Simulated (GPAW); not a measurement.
Here is a GPAW 26.7.0 calculation.

run.py

```python
from ase import Atoms
from ase.filters import FrechetCellFilter
from ase.io import write
from ase.optimize import BFGS
from ase.units import GPa
from gpaw import GPAW, PW, setup_paths

setup_paths.insert(0, '.')

atoms = Atoms(['Te', 'Nb'],
              cell=[[3.7029743866, 0.0, 0.0],
                    [-1.8514871933, 3.2068698884, 0.0],
                    [0.0, 0.0, 3.694211]],
              scaled_positions=[[0.6666666667, 0.3333333333, 0.0],
                                [0.0, 0.0, 0.5]],
              pbc=True)

calc = GPAW(mode=PW(600),
            xc='PBEsol',
            kpts={'size': (7, 7, 6), 'gamma': True},
            occupations={'name': 'fermi-dirac', 'width': 0.05},
            nbands=20,
            convergence={'density': 1e-05, 'forces': 0.0001},
            maxiter=150,
            txt='gpaw.txt')
atoms.calc = calc
opt = BFGS(FrechetCellFilter(atoms, scalar_pressure=10 * GPa), trajectory='relax.traj', logfile='-')
done = opt.run(fmax=0.02, steps=60)
calc.write('gs.gpw')
write('result.traj', atoms)
print('Converged:', done)
print('Cell:', atoms.cell.cellpar().round(4))
print('Volume:', round(atoms.get_volume(), 4))
print(atoms.get_scaled_positions().round(5))
```

Potentials or basis: PAW data sets generated in the run's folder for this functional, pw.

Command:

```sh
$ gpaw-setup -f PBEsol Nb Te
$ OMP_NUM_THREADS=1 python run.py
```

Task: Estimate the band gap on the k mesh.

Result: None (metal or under the smearing width).

Task: What does it give for the relaxed cell?

Result: a = 3.521 Å, b = 3.521 Å, c = 3.630 Å, α = 90.00°, β = 90.00°, γ = 120.00°.

Step by step:
| step | energy change (eV) | largest force (eV/Å) | pressure (GPa) | volume (Å³) |
| --- | --- | --- | --- | --- |
| 1 | 0.0000 | 0.0000 | -6.10 | 43.87 |
| 2 | -0.0424 | 0.0000 | -0.36 | 41.85 |
| 3 | 0.0563 | 0.0000 | 11.68 | 38.81 |
| 4 | 0.0312 | 0.0000 | 9.96 | 39.15 |
| 5 | 0.0238 | 0.0000 | 9.44 | 39.23 |
| 6 | 0.0222 | 0.0000 | 9.16 | 39.18 |
| 7 | 0.0304 | 0.0000 | 9.65 | 39.04 |
| 8 | 0.0350 | 0.0000 | 9.97 | 38.96 |

Caveat: later steps reuse the first step's grids. The run has no spin-orbit coupling, so splittings on Te are missing.
